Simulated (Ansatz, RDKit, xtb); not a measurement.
**C5H8N2O: which of the isomers drawn lies lowest?**

Which of a sample of isomers of C5H8N2O is the most stable in the gas at 298.15 K, and what are its properties? The sample is small against all isomers, and the most stable one of this formula need not be in it.

The funnel: GFN2-xTB relaxations, single points with a density functional, relaxations at PBE0-D3(BJ)/def2-SVP, harmonic vibrations (at GFN2-xTB), and a last energy at a higher level. All values are calculated.

## 1. Possible bonding patterns

Isomers were taken from a list of plausible structures; this is a sample, not all of them. That gives 12 candidates.

```csv
label,SMILES,spin
c100,C=C/C(N)=C/N=C\O,singlet
c143,C/C=C(N)\C=N/C=O,singlet
c318,C=C/C(N)=C\N=C\O,singlet
c359,C=CC(=N)C/N=C\O,singlet
c372,C/C=C(N)/C=N\C=O,singlet
c427,C=CC(=N)C/N=C/O,singlet
c449,C=C/C(N)=C/N=C/O,singlet
c550,C/C=C(N)/C=N/C=O,singlet
c717,C/C=C(N)\C=N\C=O,singlet
c840,C=C/C(N)=C\N=C/O,singlet
c914,CCC(=N)/C=N/C=O,singlet
c958,C=CC(=N)CNC=O,singlet
```

Candidates are built by distance geometry, with a force field where one applies, in up to four conformers (letters a to d).

Q: Predict the outcome of this search (final energies at CCSD(T)/def2-SVP + MP2/def2-TZVPP - MP2/def2-SVP).

| quantity | value |
| --- | --- |
| lowest structure found | C=CC(=N)CNC=O, singlet |
| next finalist | C/C=C(N)/C=N/C=O, singlet, 2.9 kcal/mol higher in G |
| share at equilibrium, among the finalists | 99.2 % |

The search ends on `C=CC(=N)CNC=O`. The margin, 2.9 kcal/mol, is modest. With 14 minima in the window unscreened, the next finalist need not be the second lowest, and margin and share hold for the finalists alone. r2SCAN-D4/def2-SVP, PBE0-D3(BJ)/def2-SVP, HF/def2-SVP and MP2/def2-SVP already put its bonding pattern lowest among the structures in one piece; GFN2-xTB favours the singlet C/C=C(N)/C=N\C=O; HF/STO-3G favours the singlet CCC(=N)/C=N/C=O (c914a, not a finalist). 14 minima inside the window were never screened. Lowest found is not proven lowest: the search is finite, and each finalist counts with one conformer. Only 12 drawn patterns were tried, so whole families of isomers are missing, and the result ranks only the part of this sample that was screened.
